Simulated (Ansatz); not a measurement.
# CH₆BClGe: one species, many methods

How much do the methods differ for CH₆BClGe? The plan is to run it at one geometry with functionals of several rungs and with coupled cluster. The yardstick is the atomisation energy at the CCSD(T) limit.

Program: Ansatz 0.2.0, Gaussian basis. Level of theory: functionals in def2-TZVPP, the program's frozen cores in correlated methods. These are calculated values, not measurements.

The runs, in order: PBE-D4, r2SCAN-D4, PBE0-D4, B3LYP-D4, ωB97X-V, ωB97M-V, B2PLYP; CCSD(T)/def2-TZVPP; MP2/def2-QZVPP; extrapolation to the limit.

## Step 1: Structure used throughout

The geometry comes from an earlier relaxation with PBE0-D4 in a triple-zeta def2 set; it is a stationary point, not always the lowest conformer.

SMILES `B[CH2][GeH2][Cl]`, 10 atoms, charge 0, spin multiplicity 1.

Atoms are counted from 1 here; the program's logs count them from 0.

Bond lengths: B1–C2 1.534 Å, B1–H5 1.198 Å, B1–H6 1.198 Å, C2–Ge3 1.971 Å, C2–H7 1.093 Å, C2–H8 1.093 Å, Ge3–Cl4 2.160 Å, Ge3–H9 1.534 Å, Ge3–H10 1.534 Å. Angles: C2–B1–H5 120.6°, C2–B1–H6 120.6°, H5–B1–H6 118.7°, B1–C2–Ge3 106.9°, B1–C2–H7 115.5°, B1–C2–H8 115.5°, Ge3–C2–H7 103.2°, Ge3–C2–H8 103.3°, H7–C2–H8 110.8°, C2–Ge3–Cl4 106.0°, C2–Ge3–H9 112.6°, C2–Ge3–H10 112.7°, Cl4–Ge3–H9 106.5°, Cl4–Ge3–H10 106.5°, H9–Ge3–H10 112.0°.

## Step 2: PBE-D4 (GGA)

in.yaml

```yaml
crystal:
  periodic: [false, false, false]
  atoms:
    - {symbol: B, position_ang: [-1.533398, 0.523298, -0.064925]}
    - {symbol: C, position_ang: [-0.455429, -0.469572, -0.518477]}
    - {symbol: Ge, position_ang: [1.209325, 0.030515, 0.410064]}
    - {symbol: Cl, position_ang: [2.705958, -1.377057, -0.255318]}
    - {symbol: H, position_ang: [-1.691111, 1.559288, -0.644839]}
    - {symbol: H, position_ang: [-2.182326, 0.311317, 0.919180]}
    - {symbol: H, position_ang: [-0.611329, -1.506324, -0.210963]}
    - {symbol: H, position_ang: [-0.179712, -0.415390, -1.574279]}
    - {symbol: H, position_ang: [1.107330, -0.129872, 1.931789]}
    - {symbol: H, position_ang: [1.713792, 1.422596, 0.010770]}
basis:
  gaussian: {orbitals: def2-TZVPP}
hamiltonian: {xc: pbe, dispersion: d4}
output: {forces: true, orbitals: {seedname: orbitals}}
```

Launch:

```console
ansatz run in.yaml --threads 4 --pin off --events-out ev --progress --plain --max-ram 10444MiB
```

Further steps of the session: r2SCAN-D4 (meta-GGA); PBE0-D4 (hybrid); B3LYP-D4 (hybrid); ωB97X-V (range-separated); ωB97M-V (range-separated); B2PLYP (double hybrid); CCSD(T) in def2-TZVPP; MP2 in def2-QZVPP.

**Question.** What will the summary of the whole plan be? Wanted: atomisation energy, CCSD(T)/CBS; farthest; mean size of error, hybrid; mean size of error, range-separated; gap, smallest and largest; T1 diagnostic; triples share of the correlation energy.

**Answer**, as computed:

```
                               quantity                                                   value
        atomisation energy, CCSD(T)/CBS                                           3281.7 kJ/mol
 functionals within 32.8 kJ/mol (1.0 %)  PBE-D4, r2SCAN-D4, PBE0-D4, B3LYP-D4, ωB97X-V, ωB97M-V
                               farthest                                   B2PLYP (-36.0 kJ/mol)
             mean size of error, hybrid                                              4.8 kJ/mol
    mean size of error, range-separated                                             10.3 kJ/mol
              gap, smallest and largest                    4.50 eV (PBE-D4), 11.19 eV (ωB97X-V)
                          T1 diagnostic                                                  0.0103
triples share of the correlation energy                                                   3.7 %
```

PBE-D4 misses by +18.5 kJ/mol. Double hybrids carry the basis error of their MP2 part in triple zeta, and no dispersion term here, so their miss is partly the set-up's. The reference freezes the cores and leaves out relativity and excitations past (T), and its outer-core shells are covered unevenly, so misses under about 32.8 kJ/mol can't be ranked. Hartree-Fock recovers 77 % of the binding; the rest is correlation. The gap grows from 4.5 to 11.2 eV across the functionals, mostly with the share of exact exchange. Correlated methods include outer-core shells of Ge, which these sets cover unevenly.
